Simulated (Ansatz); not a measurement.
# BGeH₆ (doublet): the correlation ladder at distance B1–H4 along a hydrogen transfer = 1.924 Å, cc-pVDZ

How much of the correlation energy of BGeH₆ (doublet) does each wave-function method recover here?

Computed with Ansatz 0.2.0, Gaussian basis. Level: cc-pVDZ, core rule «outside noble gas», up to 15 orbitals frozen.

To be run: UHF; CCSD(T) on ROHF; CCSD(T) on UHF; BCCD(T) on ROHF; CISD; CCSDT(Q) on ROHF; CCSDT(Q) on UHF; CASSCF and MRCISD+Q, 3 electrons in 3 orbitals; CASSCF and NEVPT2, 3 electrons in 3 orbitals; CASSCF and MRCISD+Q, 9 electrons in 9 orbitals; CASSCF and NEVPT2, 9 electrons in 9 orbitals.

## 1. The system

The geometry derives from fragments relaxed apart (PBE0/def2-TZVP) and kept rigid, so it is no stationary point. A hydrogen atom is moved between rigid fragments. No spin-orbit coupling is included. The filled d shell of Ge may be among the frozen orbitals whatever the setting's name suggests; the logs give the count.

8 atoms, charge 0, spin multiplicity 2.

Atoms are counted from 1 here; the program's logs count them from 0.

Bond lengths: B1–H2 1.193 Å, B1–H3 1.193 Å, H4–Ge5 1.530 Å, Ge5–H6 1.539 Å, Ge5–H7 1.539 Å, Ge5–H8 1.539 Å. Angles: H2–B1–H3 120.0°, H4–Ge5–H6 107.7°, H4–Ge5–H7 107.7°, H4–Ge5–H8 107.7°, H6–Ge5–H7 111.2°, H6–Ge5–H8 111.2°, H7–Ge5–H8 111.2°.

## 2. UHF

File in.yaml:

```yaml
crystal:
  periodic: [false, false, false]
  atoms:
    - {symbol: B, position_ang: [-2.944138, 0.000000, -0.000001]}
    - {symbol: H, position_ang: [-3.540871, 1.033572, -0.000002]}
    - {symbol: H, position_ang: [-3.540871, -1.033571, -0.000002]}
    - {symbol: H, position_ang: [-1.020138, 0.000000, -0.000001]}
    - {symbol: Ge, position_ang: [0.509862, 0.000000, 0.000000]}
    - {symbol: H, position_ang: [0.978530, -1.465915, 0.000000]}
    - {symbol: H, position_ang: [0.978532, 0.732957, -1.269519]}
    - {symbol: H, position_ang: [0.978530, 0.732957, 1.269520]}
basis:
  gaussian: {orbitals: cc-pVDZ}
magnetization: {spin_polarized: true, initial_magnetization: 1}
hamiltonian: {xc: hf}
output: {orbitals: {seedname: orbitals}}
```

Run with:

```bash
$ ansatz run in.yaml --threads 1 --pin off --events-out ev --progress --plain --max-ram 4096MiB --backend cpu
```

After this run come: CCSD(T) on ROHF; CCSD(T) on UHF; BCCD(T) on ROHF; CISD; CCSDT(Q) on ROHF; CCSDT(Q) on UHF; CASSCF and MRCISD+Q, 3 electrons in 3 orbitals; CASSCF and NEVPT2, 3 electrons in 3 orbitals; CASSCF and MRCISD+Q, 9 electrons in 9 orbitals; CASSCF and NEVPT2, 9 electrons in 9 orbitals.

**Question.** What will the summary of the whole plan be? Wanted: UCCSDT(Q) below the RHF energy; RMP2 from UCCSDT(Q); UMP2 from UCCSDT(Q); RCCSD from UCCSDT(Q); RCCSD(T) from UCCSDT(Q); UCCSD(T) from UCCSDT(Q); RCCSDT(Q) from UCCSDT(Q); NEVPT2 pair from UCCSDT(Q); NEVPT2 frontier from UCCSDT(Q).

**Answer**, as computed:

| quantity | value |
| --- | --- |
| UCCSDT(Q) below the RHF energy | -6.6561 eV |
| RMP2 from UCCSDT(Q) | +1516.6 meV |
| UMP2 from UCCSDT(Q) | +1512.9 meV |
| RCCSD from UCCSDT(Q) | +151.3 meV |
| RCCSD(T) from UCCSDT(Q) | +32.6 meV |
| UCCSD(T) from UCCSDT(Q) | +32.6 meV |
| RCCSDT(Q) from UCCSDT(Q) | +0.6 meV |
| NEVPT2 pair from UCCSDT(Q) | +1512.6 meV |
| NEVPT2 frontier from UCCSDT(Q) | +1350.3 meV |
| MRCISD+Q frontier from UCCSDT(Q) | +30.4 meV |
| levels within 1 kcal/mol (43 meV) | RCCSD(T), UCCSD(T), BCCD(T), RCCSDT, UCCSDT, RCCSDT(Q), MRCISD+Q frontier |
| T1 diagnostic | 0.016 |

**Reading.** RCCSD(T) misses by +32.6 meV, 0.5 % of the correlation energy. Of the multireference levels listed MRCISD+Q frontier comes nearest in total energy (+30.4 meV), which doesn't show that its space is the better one. These misses are within one basis, not against nature; the frozen cores of restricted and unrestricted runs differ, which can shift their rows.
